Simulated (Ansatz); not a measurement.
NiMoIrPdW:

```xyz
5
Lattice="4.1170 0.0000 0.0000 -2.0585 3.5655 0.0000 0.0000 0.0000 5.4458" Properties=species:S:1:pos:R:3 pbc="T T T"
Ni    0.0000    0.0000    5.2157
Mo    2.0585    1.1885    5.2367
Pd    2.0585    1.1885    2.5211
Ir    0.0000    2.3770    3.9521
W     0.0000    2.3770    1.2875
```

The cell was built by a generator and needn't be a form met in nature.

| Item | Value |
| --- | --- |
| Program | Ansatz 0.2.0 |
| Task | relaxation of cell and atoms |
| Functional | PBEsol |
| Potentials or basis | Ansatz PAW |
| Cutoff | 420 eV (not typed: the program's choice for these potentials) |
| k mesh | 6 × 6 × 4 |
| Occupations | fermi-dirac, width 0.05 eV |
| Spin | collinear spin, ferromagnetic start |
| Starting moments | [1.0, 1.0, 0.0, 0.6, 0.0] μB |

At the start: volume 15.99 Å³/atom.

Q: Where does the relaxation end?

A: It ends after 6 steps and the volume is 15.43 Å³/atom (-3.5 %); space group P3m1 (No. 156, to 0.05 Å); moment 0.00 μB per cell.

The path:
```tsv
step	energy change (eV)	largest force (eV/Å)	volume (Å³)
1	0.0000	0.1043	79.94
2	-0.0731	0.0283	77.40
3	-0.0743	0.0111	77.13
4	-0.0743	0.0054	77.13
5	-0.0743	0.0010	77.14
6	-0.0734	0.0010	77.14
```

Final structure:
```
CELL_PARAMETERS angstrom
4.06452 0.00000 0.00000
-2.03226 3.51997 0.00000
0.00000 0.00000 5.39175
ATOMIC_POSITIONS crystal
Ni 0.00000 0.00000 0.95578
Mo 0.66667 0.33333 0.96355
Pd 0.66667 0.33333 0.46471
Ir 0.33333 0.66667 0.72436
W 0.33333 0.66667 0.23605
```

Caveat: the plane-wave basis is chosen anew once the cell has moved, so the energies of steps on either side of that aren't comparable; the PAW data sets come from PBE, with cores solved anew for the run's functional, which leaves a small shift of forces and pressure; the starting moments weren't kept.
